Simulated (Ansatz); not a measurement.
Run this with Ansatz 0.2.0, Python API and show what comes out.

Input file `ch5al2fse.xyz`:
```text
10

F    -1.99210   -1.52460    0.58230
C    -0.97150   -0.63520    0.37140
Al    0.66220   -1.72850    0.23740
Se   -1.16480    0.36710   -1.29060
Al    0.22770    2.16860   -0.69540
H    -0.89820    0.07950    1.23210
H     2.12830   -1.01040    0.01720
H     0.65240   -3.30250    0.37080
H    -0.34890    3.45090    0.15950
H     1.78800    2.08390   -0.98170
```

The script, `opt_ch5al2fse.py`:
```python
"""Geometry optimisation of CH5Al2FSe."""

import ansatz
import numpy as np


def main() -> None:
    ch5al2fse = ansatz.Crystal.molecule_from_extxyz("ch5al2fse.xyz")

    calculation = (
        ch5al2fse.calculation()
        .basis(gaussian="def2-SVP")
        .functional("cam_b3lyp")
    )
    symbols = [site.symbol for site in ch5al2fse.cartesian_sites]
    start = np.array([site.position_ang for site in ch5al2fse.cartesian_sites], dtype=float)
    r = calculation.relax(force_tolerance=0.02).run(threads=1, backend="cpu").report
    end = np.array(r["positions_ang"])

    print("reference energy %16.6f eV" % r["reference_energy_ev"])
    print("total energy     %16.6f eV" % r["free_energy_ev"])
    print("occupied (up, down):", r["n_occupied"], " virtual:", r["n_virtual"], " frozen:", r["n_frozen"])

    print("bond        before    after (A)")
    for i, j in [(0, 1), (1, 2), (1, 3), (1, 5), (2, 6), (2, 7), (3, 4), (4, 8), (4, 9)]:
        d0, d1 = (np.linalg.norm(xyz[i] - xyz[j]) for xyz in (start, end))
        print(f"{symbols[i]}{i}-{symbols[j]}{j}".ljust(10), f"{d0:8.4f} {d1:8.4f}")
    with open("ch5al2fse_opt.xyz", "w") as handle:
        handle.write(f"{len(symbols)}\nrelaxed CH5Al2FSe\n")
        handle.writelines(f"{s:2s} {x:11.6f} {y:11.6f} {z:11.6f}\n" for s, (x, y, z) in zip(symbols, end))


if __name__ == "__main__":
    main()
```

```console
$ python opt_ch5al2fse.py
reference energy    -82366.198813 eV
total energy        -82366.198813 eV
occupied (up, down): [40, 40]  virtual: [81, 81]  frozen: 0
bond        before    after (A)
F0-C1        1.3701   1.3576
C1-Al2       1.9703   1.9509
C1-Se3       1.9504   2.0734
C1-H5        1.1211   1.0983
Al2-H6       1.6473   1.6766
Al2-H7       1.5797   1.5634
Se3-Al4      2.3534   2.4528
Al4-H8       1.6455   1.5770
Al4-H9       1.5886   1.5745
```

File `ch5al2fse_opt.xyz` afterwards:
```text
10
relaxed CH5Al2FSe
F    -2.287657   -1.576597    0.672082
C    -1.274397   -0.673191    0.653304
Al    0.492666   -1.243571    0.054837
Se   -1.076590    0.103457   -1.258955
Al    0.804437    1.488609   -0.511060
H    -1.510359    0.163787    1.324126
H     1.509805    0.061298    0.326495
H     1.185636   -2.609483   -0.258487
H     0.451263    2.433976    0.700774
H     1.788295    1.800516   -1.700116
```

Reading the output:
- The settings weren't tested for convergence.
- The end point is the stationary point reached from this start; no frequency run checks that it is a minimum, and the basis set is modest.
- The bonding changed during the relaxation, so the end is another isomer than the start names.
- The whole script took 3.2 min on 1 thread of Arm Neoverse V2, with other jobs on the host, peak memory 0.47 GiB.

(Lines on the test bed's own set-up are left out of the output.)
